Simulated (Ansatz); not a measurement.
**BrClH₃NOSi: vertical ionisation energy**

An exercise on one series of results from a longer session: the logs are not shown, and one member is left open.

Computed with Ansatz 0.2.0, Gaussian basis. Level: unrestricted cation, the program's frozen cores in correlated methods.

Levels to be run: UKS PBE-D4/def2-TZVPP; UKS r2SCAN-D4/def2-TZVPP; UKS PBE0-D4/def2-TZVPP; UKS B3LYP-D4/def2-TZVPP; UKS wB97X-V/def2-TZVPP; UKS wB97M-V/def2-TZVPP; UKS B2PLYP/def2-TZVPP; UHF-CCSD(T)/def2-TZVPP; UHF-MP2/def2-QZVPP; extrapolation to the limit; then −ε(HOMO) from the neutral's earlier runs with LDA (SPW92), PBE-D4, revPBE-D4, BLYP-D4, r2SCAN-D4, B97M-V, PBE0-D4, B3LYP-D4, r2SCANh-D4, r2SCAN0-D4, HSE06-D4, BHLYP-D4, CAM-B3LYP-D4, LC-ωPBE, ωB97X-V, ωB97M-V.

### The relaxed structure

The geometry comes from an earlier relaxation with PBE0-D4 in a triple-zeta def2 set; it is a stationary point, not always the lowest conformer.

SMILES `N[Si](O)(Cl)Br`, 8 atoms, charge 0, spin multiplicity 1.

Atoms are counted from 1 here; the program's logs count them from 0.

Bond lengths: N1–Si2 1.693 Å, N1–H6 1.007 Å, N1–H7 1.008 Å, Si2–O3 1.625 Å, Si2–Cl4 2.043 Å, Si2–Br5 2.208 Å, O3–H8 0.960 Å. Angles: Si2–N1–H6 119.3°, Si2–N1–H7 119.5°, H6–N1–H7 111.6°, N1–Si2–O3 111.3°, N1–Si2–Cl4 105.7°, N1–Si2–Br5 115.5°, O3–Si2–Cl4 112.5°, O3–Si2–Br5 103.6°, Cl4–Si2–Br5 108.3°, Si2–O3–H8 115.9°.

Set-up of the first run:

in.yaml

```yaml
crystal:
  periodic: [false, false, false]
  atoms:
    - {symbol: N, position_ang: [0.115234, 0.988799, 0.720191]}
    - {symbol: Si, position_ang: [-0.163299, -0.255058, -0.394594]}
    - {symbol: O, position_ang: [0.825706, -1.517435, -0.131686]}
    - {symbol: Cl, position_ang: [-2.135276, -0.749796, -0.188719]}
    - {symbol: Br, position_ang: [0.205394, 0.263548, -2.508403]}
    - {symbol: H, position_ang: [-0.620937, 1.647311, 0.918637]}
    - {symbol: H, position_ang: [1.024228, 1.423355, 0.762517]}
    - {symbol: H, position_ang: [0.841251, -1.858022, 0.766258]}
basis:
  gaussian: {orbitals: def2-TZVPP}
total_charge: 1
magnetization: {spin_polarized: true, initial_magnetization: 1}
hamiltonian: {xc: pbe, dispersion: d4}
```

The run is started by

```
> ansatz run in.yaml --threads 2 --pin off --events-out ev --progress --plain --max-ram 22528MiB --backend cpu
```

Among the steps run: Cation, UKS PBE-D4/def2-TZVPP; Cation, UKS r2SCAN-D4/def2-TZVPP; Cation, UKS PBE0-D4/def2-TZVPP; Cation, UKS B3LYP-D4/def2-TZVPP; Cation, UKS wB97X-V/def2-TZVPP; Cation, UKS wB97M-V/def2-TZVPP; Cation, UKS B2PLYP (frozen core)/def2-TZVPP; Cation, UHF-CCSD(T)/def2-TZVPP; Cation, UHF-MP2/def2-QZVPP.

One table of the session follows, with a row left open; its other results are not shown here.

It belongs to the step «Ionisation energies side by side». Orbital estimates, from the neutral's runs:

| functional | −ε(HOMO) (eV) |
| --- | --- |
| LDA (SPW92) | 6.82 |
| PBE-D4 | 6.64 |
| revPBE-D4 | 6.58 |
| BLYP-D4 | 6.49 |
| r2SCAN-D4 | 6.98 |
| B97M-V | 7.05 |
| PBE0-D4 | 8.05 |
| B3LYP-D4 | 7.78 |
| r2SCANh-D4 | 7.50 |
| r2SCAN0-D4 | 8.28 |
| HSE06-D4 | 7.65 |
| BHLYP-D4 | 9.31 |
| CAM-B3LYP-D4 | ? |
| LC-ωPBE | 10.85 |
| ωB97X-V | 10.46 |
| ωB97M-V | 10.33 |

Estimate the missing values for CAM-B3LYP-D4.

The run gave: −ε(HOMO) (eV): 9.43. In the column «−ε(HOMO) (eV)» it lies between BHLYP-D4 (9.31) and ωB97M-V (10.33).

To keep in mind: The cation may have settled in a state other than its lowest; no search over hole states beyond the program's own was made.
